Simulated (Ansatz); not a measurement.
**Cl3H2HfN: how energies converge with the basis set**

An exercise on one series of results from a longer session: the logs are not shown, and one member is left open.

The runs use Ansatz 0.2.0, Gaussian basis; one geometry, several basis sets.

The runs, in order: PBE0-D4/def2-SVP; ωB97M-V/def2-SVP; PBE0-D4/def2-QZVPP; ωB97M-V/def2-QZVPP; the functionals' def2-TZVPP values are taken from earlier runs.

1 further run of the same task is left out (for a known fault of the program).

## Structure used throughout

All runs share one geometry, relaxed beforehand with PBE0-D4 in a triple-zeta def2 set. Hf takes the def2 core potential; no spin-orbit term is included.

SMILES `[NH2][Hf]([Cl])([Cl])[Cl]`, 7 atoms, charge 0, spin multiplicity 1.

Atoms are counted from 1 here; the program's logs count them from 0.

Bond lengths: N1–Hf2 1.995 Å, N1–H6 1.011 Å, N1–H7 1.011 Å, Hf2–Cl3 2.335 Å, Hf2–Cl4 2.338 Å, Hf2–Cl5 2.343 Å. Angles: Hf2–N1–H6 125.7°, Hf2–N1–H7 125.1°, H6–N1–H7 109.2°, N1–Hf2–Cl3 106.7°, N1–Hf2–Cl4 107.4°, N1–Hf2–Cl5 109.0°, Cl3–Hf2–Cl4 114.1°, Cl3–Hf2–Cl5 110.4°, Cl4–Hf2–Cl5 109.0°.

Set-up of the first run:

File in.yaml:

```yaml
crystal:
  periodic: [false, false, false]
  atoms:
    - {symbol: N, position_ang: [-0.566240, 0.727375, 0.884454]}
    - {symbol: Hf, position_ang: [0.313829, -0.425308, -0.485406]}
    - {symbol: Cl, position_ang: [1.913168, -1.702181, 0.639750]}
    - {symbol: Cl, position_ang: [-1.361746, -1.685965, -1.518695]}
    - {symbol: Cl, position_ang: [1.338332, 0.940626, -2.089584]}
    - {symbol: H, position_ang: [-1.465254, 1.179498, 0.784763]}
    - {symbol: H, position_ang: [-0.172089, 0.965955, 1.784707]}
basis:
  gaussian: {orbitals: def2-SVP}
hamiltonian: {xc: pbe0, dispersion: d4}
output: {orbitals: {seedname: orbitals}}
```

The run is started by

```bash
ansatz run in.yaml --threads 4 --pin off --events-out ev --progress --plain --max-ram 10444MiB
```

Steps of the session up to this table: PBE0-D4 in def2-SVP; ωB97M-V in def2-SVP; PBE0-D4 in def2-QZVPP; ωB97M-V in def2-QZVPP.

One of the session's tables, all rows but one given; the rest of the session is left out.

It belongs to the step «Density functionals: the series». 

| functional | basis | HOMO (eV) | LUMO (eV) |
| --- | --- | --- | --- |
| PBE0-D4 | def2-SVP | -8.30 | -1.63 |
| PBE0-D4 | def2-TZVPP | -8.32 | -1.62 |
| PBE0-D4 | def2-QZVPP | -8.36 | -1.67 |
| ωB97M-V | def2-SVP | -10.58 | 0.55 |
| ωB97M-V | def2-TZVPP | -10.63 | 0.53 |
| ωB97M-V | def2-QZVPP | ? | ? |

**Question.** Estimate the row for ωB97M-V, def2-QZVPP.

The run gave: HOMO (eV): -10.67; LUMO (eV): 0.39. In the column «HOMO (eV)» it is the lowest.
